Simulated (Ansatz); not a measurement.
Predict the output of the script below (the Ansatz DFT code, driven from Python).

Input file `zros3.extxyz`:
```text
4
Lattice="3.996587 0.0 0.0 0.0 3.996587 0.0 0.0 0.0 3.996587" Properties=species:S:1:pos:R:3 pbc="T T T"
Zr    0.00000000    0.00000000    0.00000000
Os    1.99829350    1.99829350    0.00000000
Os    1.99829350    0.00000000    1.99829350
Os    0.00000000    1.99829350    1.99829350
```

`restart_zros3.py`:
```python
"""Two stages for ZrOs3: converge the density, then read it back for bands."""

import argparse
import warnings

import ansatz as az

MESH = (7, 7, 7)
SCF_TOL = 1e-08
FILLING = "fermi_dirac"
FUNCTIONAL = "PBE"

warnings.simplefilter("ignore", az.DeckWarning)

cell = az.Crystal.from_extxyz("zros3.extxyz")

parser = argparse.ArgumentParser()
parser.add_argument("stage", choices=["scf", "bands"])
stage = parser.parse_args().stage
setup = (
    cell.calculation()
    .kpoints(mesh=MESH, center="gamma")
    .basis(19 * az.Ha)
    .scf(tolerance=SCF_TOL)
    .occupations(FILLING)
    .functional(FUNCTIONAL)
)
if stage == "scf":
    report = setup.checkpoint(write="state").run(threads=1, pin="off").report
    print(f"F = {report['free_energy_ev']:.5f} eV after {report['n_iterations']} iterations, saved")
else:
    points = {"G": (0.0, 0.0, 0.0), "X": (0.0, 0.5, 0.0), "M": (0.5, 0.5, 0.0), "R": (0.5, 0.5, 0.5)}
    res = setup.checkpoint(read="state", post_process_only=True).band_structure(list(points.values()), intervals=1).run(threads=1, pin="off")
    bands = res.band_structure()
    for label, levels in zip(points, bands.channels[0].eigenvalues_ev - bands.fermi_energy_ev):
        print(f"{label:3s}", " ".join(f"{e:7.3f}" for e in levels if abs(e) < 6))
```

`python restart_zros3.py scf` gives:
```text
F = -38337.62472 eV after 6 iterations, saved
```

Running `python restart_zros3.py bands` prints:
```text
G    -5.701  -5.701  -5.606  -5.025  -5.025  -5.025  -1.453  -1.453  -1.453   0.921   0.921   2.447   3.023   3.023   3.023   3.194   3.194   3.194   4.974
X    -5.317  -4.244  -4.021  -3.877  -2.987  -2.777  -2.777  -2.533  -2.533  -1.335  -1.016  -0.355  -0.135  -0.135   1.328   2.096   2.096   3.029   3.131
M    -4.427  -4.427  -4.350  -3.283  -3.137  -2.666  -2.666  -2.531  -2.531  -2.519  -2.409  -1.230  -0.796  -0.766  -0.766   0.244   0.285   2.903   2.903   3.082
R    -4.898  -2.244  -2.244  -2.244  -1.619  -1.619  -1.619  -0.898  -0.898  -0.010   1.278   1.278   1.278   2.468   2.468   2.468   4.463
```

Reading the output:
- Total energies depend on the potentials; only differences at equal settings carry meaning. A total without «per atom» is that of the cell as typed.
- Spin is left out of this run.
- The computed bands are complete only to about 3.2 eV above the Fermi level.
- For a metal this k-point mesh is coarse: on a finer one energies can move by several to tens of meV an atom and pressures by half a GPa or more, differences at one mesh by less.
- Spin-orbit coupling, which matters for elements this heavy, is left out.
- This cell is a computed structure, which may not be the phase found in nature.
- Levels are Kohn-Sham eigenvalues on this mesh, without spin-orbit coupling.
- It ran for 6.3 s on 1 thread of Arm Neoverse V1, on a shared host, peak memory 0.41 GiB.
